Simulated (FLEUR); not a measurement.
# PtSe (P-6m2) in FLEUR: single point with PBE+U

Aim: the single point of PtSe with PBE+U.

Program: FLEUR MaX-R8.1 (later development tree). These are calculated values, not measurements. Logs are shortened: lines on timing, memory, paths and dates and some standing lists are left out, and cuts for length are marked.

### 1 The crystal as given

The structure is hexagonal, space group P-6m2 (No. 187). Conventional cell: a = 3.702 Å, b = 3.702 Å, c = 3.613 Å, α = 90.00°, β = 90.00°, γ = 120.00°. Around Pt (site symmetry -6m2) lie 6 Se at 2.80 Å. Around Se (site symmetry -6m2) lie 6 Pt at 2.80 Å.

The cell comes from a database or a generator and needn't be the stable form of this composition.

### 2 Single point, PBE+U, collinear spin, ferromagnetic start

Input file inp.xml:

```xml
<?xml version="1.0" encoding="UTF-8" standalone="no"?>
<fleurInput fleurInputVersion="0.39">
   <comment>
      PtSe                                                                                                
   </comment>
   <calculationSetup>
      <cutoffs Kmax="4.58" Gmax="14.2" GmaxXC="14.2" numbands="0"/>
      <scfLoop itmax="100" minDistance="0.0002" maxIterBroyd="50" imix="Anderson" alpha="0.05" precondParam="0.0" spinf="2.0" sdNocoIR="T"/>
      <coreElectrons ctail="T" frcor="F" kcrel="0" coretail_lmax="0"/>
      <xcFunctional name="pbe" relativisticCorrections="F"/>
      <magnetism jspins="2"/>
      <soc l_soc="F" theta="0.0" phi="0.0" spav="F"/>
      <expertModes spex="0" secvar="F"/>
      <geometryOptimization l_f="F" forcealpha="1.0" forcemix="BFGS" epsdisp="0.00001" epsforce="0.00001"/>
      <ldaU l_linMix="F" mixParam="0.05" spinf="1.0"/>
   </calculationSetup>
   <cell>
      <bzIntegration valenceElectrons="34.0" mode="gauss" fermiSmearingEnergy="0.00183747">
         <kPointListSelection listName="default-1"/>
         <!-- k-points included here -->
         <xi:include xmlns:xi="http://www.w3.org/2001/XInclude" href="kpts.xml"> </xi:include>
      </bzIntegration>
      <!-- symmetry operations included here -->
      <xi:include xmlns:xi="http://www.w3.org/2001/XInclude" href="sym.xml"> </xi:include>
      <bulkLattice scale="1.0">
         <bravaisMatrix>
            <row-1>    6.9955210755061845    -0.0000000054802058     0.0000000000000000</row-1>
            <row-2>   -3.4977605330287771     6.0582989667783256     0.0000000000000000</row-2>
            <row-3>    0.0000000000000000     0.0000000000000000     6.8272819681438968</row-3>
         </bravaisMatrix>
      </bulkLattice>
   </cell>
   <atomSpecies>
      <species name="Platinum (2.000" element="Pt" atomicNumber="78">
         <mtSphere radius="2.66" gridPoints="879" logIncrement="0.015"/>
         <atomicCutoffs lmax="10" lnonsphr="10"/>
         <electronConfig flipSpins="F">
            <coreConfig>(1s1/2) (2s1/2) (2p1/2) (2p3/2) (3s1/2) (3p1/2) (3p3/2) (4s1/2) (3d3/2) (3d5/2) (4p1/2) (4p3/2) (4d3/2) (4d5/2) (4f5/2) (4f7/2)</coreConfig>
            <valenceConfig>(5s1/2) (5p1/2) (5p3/2) (6s1/2) (5d3/2) (5d5/2)</valenceConfig>
            <stateOccupation state="(6s1/2)" spinUp="1.0" spinDown="0.0"/>
            <stateOccupation state="(5d3/2)" spinUp="2.0" spinDown="1.6"/>
            <stateOccupation state="(5d5/2)" spinUp="3.0" spinDown="2.4"/>
         </electronConfig>
         <energyParameters s="6" p="6" d="5" f="5"/>
         <ldaU l="2" U="6" J="0.0" l_amf="F"/>
         <lo type="SCLO" l="0" n="5" eDeriv="0"/>
         <lo type="SCLO" l="1" n="5" eDeriv="0"/>
         <lo type="SCLO" l="1" n="5" eDeriv="1"/>
         <lo type="SCLO" l="3" n="5" eDeriv="2"/>
      </species>
      <species name="Selenium (Se)" element="Se" atomicNumber="34">
         <mtSphere radius="2.14" gridPoints="707" logIncrement="0.018"/>
         <atomicCutoffs lmax="9" lnonsphr="9"/>
         <electronConfig flipSpins="F">
            <coreConfig>(1s1/2) (2s1/2) (2p1/2) (2p3/2) (3s1/2) (3p1/2) (3p3/2)</coreConfig>
            <valenceConfig>(3d3/2) (3d5/2) (4s1/2) (4p1/2) (4p3/2)</valenceConfig>
            <stateOccupation state="(4p1/2)" spinUp="0.666667" spinDown="0.666667"/>
            <stateOccupation state="(4p3/2)" spinUp="1.333333" spinDown="1.333333"/>
         </electronConfig>
         <energyParameters s="4" p="4" d="4" f="4"/>
         <lo type="SCLO" l="2" n="3" eDeriv="0"/>
         <lo type="SCLO" l="0" n="4" eDeriv="2"/>
         <lo type="SCLO" l="1" n="4" eDeriv="2"/>
         <lo type="SCLO" l="3" n="4" eDeriv="2"/>
      </species>
   </atomSpecies>
   <atomGroups>
      <atomGroup species="Platinum (2.000">
         <relPos label="                   1">.0000000000 .0000000000 .0000000000</relPos>
         <force calculate="T" relaxXYZ="TTT"/>
      </atomGroup>
      <atomGroup species="Selenium (Se)">
         <relPos label="                   2">-1.000/3.000 1.000/3.000 1.000/2.000</relPos>
         <force calculate="T" relaxXYZ="TTT"/>
      </atomGroup>
   </atomGroups>
   <output dos="F" band="F" slice="F">
      <checks vchk="F" cdinf="F"/>
      <bandDOS minEnergy="-.5*Htr" maxEnergy="0.5*Htr" sigma="0.015" storeEVData="T"/>
      <vacuumDOS vacdos="F" integ="F" star="F" nstars="0" locx1="0.0" locy1="0.0" locx2="0.0" locy2="0.0" nstm="0" tworkf="0.0"/>
      <unfoldingBand unfoldBand="F" supercellX="1" supercellY="1" supercellZ="1"/>
      <plotting iplot="0" polar="F">
         <plot TwoD="T" vec1="  1.0  0.0  0.0" vec2="  0.0  1.0  0.0" vec3="  0.0  0.0  1.0" zero="  0.0  0.0  0.0" file="plot"/>
      </plotting>
      <chargeDensitySlicing numkpt="0" minEigenval="0.0" maxEigenval="0.0" nnne="0" pallst="F"/>
      <specialOutput eonly="F"/>
      <moessbauerParams electricFieldGradient="T" isomerShift="T" coreHyperfine="T" valenceHyperfine="T"/>
      <magneticCircularDichroism mcd="F" energyLo="-10.0" energyUp="0.0"/>
   </output>
  <!-- We include the file relax.xml here to enable relaxations (see documentation) -->
  <xi:include xmlns:xi="http://www.w3.org/2001/XInclude" href="relax.xml"> <xi:fallback/> </xi:include>
</fleurInput>
```

Input file crystal.txt:

```
PtSe
&input cartesian=F /
3.7018703316  -0.0000000029  0.0000000000
-1.8509351633  3.2059137501  0.0000000000
0.0000000000  0.0000000000  3.6128420300
1.8897261246
1.0 1.0 1.0

2
78 0.0000000000  0.0000000000  0.0000000000 : 2.000
34 0.6666666667  0.3333333333  0.5000000000

&kpt div1=6 div2=6 div3=5 gamma=T /
```

Potentials or basis: all-electron, FLAPW.

Launch:

```
inpgen -f crystal.txt -profile fastHighL
# inp.xml edited to the form shown
fleur_MPI
```

Standard output:

```text
Welcome to FLEUR        (www.flapw.de)
      MaX-Release 8.1          (www.max-centre.eu)

 ========== k-point set info ==========
 Selected k-point list: default-1
 k-point list type: mesh
 6 x 6 x 5
 Number of k points: 21

 ------------Calculation Setup---------------------------
 Number of MPI-tasks      :            1
 Number of PE/node        :            1
 Number of OMP-threads    :            1
 Most efficient MPI parallelization for:
           1           3           7          21
 Additional eigenvalue parallelization possible
 Number of basis functions:          539
 Approximate size of matrices (H+S) per k-point:         0.009 GB
 --------------------------------------------------------
 no density matrix found ... skipping LDA+U
 Reset of history
 Iteration:     1   Distance:       9.14482349 me/bohr^3
 Iteration:     2   Distance:       8.36997446 me/bohr^3
 Iteration:     3   Distance:       7.99323169 me/bohr^3
 Iteration:     4   Distance:       3.51534205 me/bohr^3
 Iteration:     5   Distance:       1.60762904 me/bohr^3
 Iteration:     6   Distance:       1.69113796 me/bohr^3
 Iteration:     7   Distance:       1.73599107 me/bohr^3
 Iteration:     8   Distance:       1.19038169 me/bohr^3
 Iteration:     9   Distance:       0.75453043 me/bohr^3
 Iteration:    10   Distance:       0.36163392 me/bohr^3
 Iteration:    11   Distance:       0.30956584 me/bohr^3
 Iteration:    12   Distance:       0.17447962 me/bohr^3
 Iteration:    13   Distance:       0.16518879 me/bohr^3
 Iteration:    14   Distance:       0.03869705 me/bohr^3
 Iteration:    15   Distance:       0.09533939 me/bohr^3
 Iteration:    16   Distance:       0.02961249 me/bohr^3
 Iteration:    17   Distance:       0.02753313 me/bohr^3
 Iteration:    18   Distance:       0.00584589 me/bohr^3
 Iteration:    19   Distance:       0.00794015 me/bohr^3
 Iteration:    20   Distance:       0.00221172 me/bohr^3
 Iteration:    21   Distance:       0.00194994 me/bohr^3
 Iteration:    22   Distance:       0.00034194 me/bohr^3
 Iteration:    23   Distance:       0.00006647 me/bohr^3

 ********************************************************************
 Run finished successfully
 Stop message:
   all done
 ********************************************************************
```

It took 2.7 min on 1 thread of Arm Neoverse V2, shared host; peak memory 0.11 GiB.

Results:

| Item | Value |
| --- | --- |
| Free energy | -568086.1085 eV |
| Net moment | 0.00 μB per cell |
| Valence electrons inside the program's atomic spheres | Pt 16.88; Se 13.50 (radii Pt 2.66, Se 2.14 bohr) |

Eigenvalues of the final occupation matrices:
```tsv
site	spin	trace	eigenvalues
atom type 1	1	4.10	0.75 0.75 0.85 0.85 0.90
atom type 1	2	4.10	0.75 0.75 0.85 0.85 0.90
```

Core levels (eV from the Fermi level):
| atom | levels |
| --- | --- |
| 1 Pt | 1s1/2 -78310.0, 2s1/2 -13741.6, 2p1/2 -13168.3, 2p3/2 -11439.0, 3s1/2 -3223.4, 3p1/2 -2966.5, 3p3/2 -2586.3, 4s1/2 -688.4, 3d3/2 -2159.5, 3d5/2 -2077.5, 4p1/2 -579.5, 4p3/2 -488.9, 4d3/2 -310.8, 4d5/2 -293.9, 4f5/2 -66.4, 4f7/2 -62.9 |
| 2 Se | 1s1/2 -12496.5, 2s1/2 -1601.8, 2p1/2 -1436.5, 2p3/2 -1394.7, 3s1/2 -208.8, 3p1/2 -152.2, 3p3/2 -146.4 |

Caveat: with Gaussian smearing the program prints no entropy term, so the energy of a metal isn't a free energy.
